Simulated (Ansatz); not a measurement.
Crystal: Ta4O.

```
CELL_PARAMETERS angstrom
3.25750 0.00000 0.00000
0.00000 3.25750 0.00000
0.00000 0.00000 7.40934
ATOMIC_POSITIONS crystal
Ta 0.00000 0.00000 0.00000
Ta 0.50000 0.50000 0.21684
Ta 0.50000 0.50000 0.78316
Ta 0.00000 0.00000 0.50000
O 0.50000 0.50000 0.50000
```

The cell comes from a database or a generator and needn't be the stable form of this composition.

Base run:

| Item | Value |
| --- | --- |
| Program | Ansatz 0.2.0 |
| Functional | PBEsol |
| Potentials or basis | Ansatz PAW |
| Cutoff | 420 eV |
| Density cutoff | 1680 eV |
| k mesh | 8 × 8 × 4 |
| Occupations | fermi-dirac, width 0.05 eV |
| Spin | no spin polarisation |
| Hubbard terms | Ta d U = 8 eV |

Its results: band gap on the k mesh none (metal or under the smearing width); pressure 12.4 GPa; largest force 0.581 eV/Å.

The run is repeated on the same cell with these changes: hubbard terms from Ta d U = 8 eV to Ta d U = 6 eV. What comes out?

Band gap on the k mesh none (metal or under the smearing width); pressure -0.4 GPa; largest force 0.921 eV/Å.

Caveats: U without spin polarisation on a metal has little footing; the PAW data sets come from PBE, with cores solved anew for the run's functional, which leaves a small shift of forces and pressure.

Not every run made on this cell is shown here.
